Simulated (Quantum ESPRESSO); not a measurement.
# Sn3Se under changes of volume

One of the cells (26.656 Å³/atom); the others are scaled copies at fixed shape and fractional positions:

```
Sn Se
1.0
     4.74188    0.00000    0.00000
     0.00000    4.74188    0.00000
     0.00000    0.00000    4.74188
Sn Se
3 1
Cartesian
  2.3709 2.3709 0.0000
  2.3709 0.0000 2.3709
  0.0000 2.3709 2.3709
  0.0000 0.0000 0.0000
```

The cell comes from a database or a generator and needn't be the stable form of this composition.

```yaml
Program: Quantum ESPRESSO 7.5
Functional: r2SCAN
Potentials_or_basis: SG15 PBE 1.2
Cutoff: 952 eV
Density_cutoff: 3810 eV
k_mesh: 3 × 3 × 3
Occupations: fermi-dirac, width 0.05 eV
Spin: no spin polarisation
```

| volume (Å³/atom) | energy over the lowest point (meV/atom) | pressure (GPa) |
| --- | --- | --- |
| 25.056 | 3.69 | 1.8 |
| 25.590 | 0.00 | 0.6 |
| 26.656 | 3.95 | -1.5 |
| 27.189 | ? | ? |
| 28.255 | 32.43 | -3.9 |

**Question.** What does the run at 27.189 Å³/atom give?

**Answer.** Energy over the lowest point 10.78 meV/atom; pressure -2.4 GPa.

Worked out: A Birch-Murnaghan fit of order 2 (a polynomial in V^(-2/3)) to the other rows has its minimum at 25.82 Å³/atom with B0 = V·E''(V) = 53 GPa. It gives 10.71 meV/atom at 27.189 Å³/atom, against the run's 10.78, and -dE/dV = -2.5 GPa, against -2.4.

Energies are extrapolated to zero smearing.

Caveats: all runs use coarse meshes; the potentials were made for another functional, which shifts forces and pressure.
